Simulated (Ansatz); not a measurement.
# TaCl (septet): the correlation ladder, def2-QZVPP

One table from this session's results is given with a row withheld; the runs are named, their logs left out.

Computed with Ansatz 0.2.0, Gaussian basis. Level: def2-QZVPP, core rule «outside noble gas», up to 9 orbitals frozen.

Plan: UHF; ROHF; CCSD(T) on UHF.

**The system**

The geometry is a PBE0/def2-TZVP stationary point (not a proven minimum) of the parent state, kept for this charge and spin. No spin-orbit coupling is included. Elements past krypton take def2 core potentials.

2 atoms, charge 0, spin multiplicity 7.

Atoms are counted from 1 here; the program's logs count them from 0.

Bond lengths: Ta1–Cl2 2.292 Å.

Set-up of the first run:

in.yaml

```yaml
crystal:
  periodic: [false, false, false]
  atoms:
    - {symbol: Ta, position_ang: [0.000000, 0.000000, 0.000000]}
    - {symbol: Cl, position_ang: [0.000000, 0.000000, 2.292200]}
basis:
  gaussian: {orbitals: "def2-QZVPP.json"}
magnetization: {spin_polarized: true, initial_magnetization: 6}
hamiltonian: {xc: hf}
output: {orbitals: {seedname: orbitals}}
```

Command:

```sh
ansatz run in.yaml --threads 1 --pin off --events-out ev --progress --plain --max-ram 4096MiB --backend cpu
```

Steps of the session up to this table: UHF; ROHF; CCSD(T) on UHF.

One table of the session follows, with a row left open; its other results are not shown here.

```
  method  from UCCSD(T) (meV)
    ROHF              +8259.4
     UHF                    ?
    UMP2              +1105.0
   UCCSD               +324.2
UCCSD(T)                    0
```

Q: Estimate the row for UHF from the others.

The run gave: from UCCSD(T) (meV): +7939.3. In the column «from UCCSD(T) (meV)» it lies between UMP2 (+1105.0) and ROHF (+8259.4).
